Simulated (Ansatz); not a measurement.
# F3H3OZr: the cost of one run

All numbers below are computed with Ansatz 0.2.0 (RKS B3LYP/def2-SVP).

### Step 1. The structure to begin with

Bond lengths: Zr1–O2 2.420 Å, O2–H3 1.010 Å, Zr1–F4 1.980 Å, Zr1–F5 1.979 Å, Zr1–F6 1.979 Å, Zr1–H7 2.150 Å, Zr1–H8 2.291 Å. Angles (14 of 16 angles, heavy atoms first): O2–Zr1–F4 109.4°, O2–Zr1–F5 109.5°, O2–Zr1–F6 109.5°, F4–Zr1–F5 109.5°, F4–Zr1–F6 109.5°, F5–Zr1–F6 109.5°, Zr1–O2–H3 109.5°, O2–Zr1–H7 71.6°, O2–Zr1–H8 42.1°, F4–Zr1–H7 67.2°, F4–Zr1–H8 84.2°, F5–Zr1–H7 176.6°, F5–Zr1–H8 151.4°, F6–Zr1–H7 72.8°.

Structure file:

```xyz
8

Zr    0.0000    0.0000    0.0000
O     0.0000    0.0000    2.4200
H    -0.9095   -0.2814    2.7571
F     1.8671    0.0000   -0.6593
F    -0.9326    1.6157   -0.6593
F    -0.9326   -1.6157   -0.6593
H     1.1221   -1.7040    0.6779
H     0.8445   -1.2825    1.7004
```

### Step 2. A restrained relaxation towards end A

Springs on the bonds that form and break draw the guess towards this end; the thresholds are loose.

input.yaml reads:

```yaml
crystal:
  periodic: [false, false, false]
  atoms:
    - { symbol: Zr, position_ang: [0.0, 0.0, 0.0] }
    - { symbol: O, position_ang: [0.0, 0.0, 2.42] }
    - { symbol: H, position_ang: [-0.9095, -0.2814, 2.7571] }
    - { symbol: F, position_ang: [1.8671, 0.0, -0.6593] }
    - { symbol: F, position_ang: [-0.9326, 1.6157, -0.6593] }
    - { symbol: F, position_ang: [-0.9326, -1.6157, -0.6593] }
    - { symbol: H, position_ang: [1.1221, -1.704, 0.6779] }
    - { symbol: H, position_ang: [0.8445, -1.2825, 1.7004] }
basis:
  gaussian: { orbitals: def2-SVP }
hamiltonian:
  xc: b3lyp
relax:
  f_tol: 0.15
  max_steps: 25
  restrain:
    - { distance: [0, 6], at: 3.05, k: 30.0 }
    - { distance: [7, 1], at: 2.21, k: 30.0 }
    - { distance: [0, 1], at: 2.07, k: 30.0 }
    - { distance: [7, 6], at: 0.66, k: 30.0 }
```

Started as:

```console
$ ansatz run input.yaml --threads 2 --pin off --max-ram 3072MiB --backend cpu --events-out ev --progress --plain --runs-dir out
```

Q: Estimate wall time and peak memory on 2 threads of Arm Neoverse V1, shared host.

About 29 s, with a peak of 0.21 GiB.
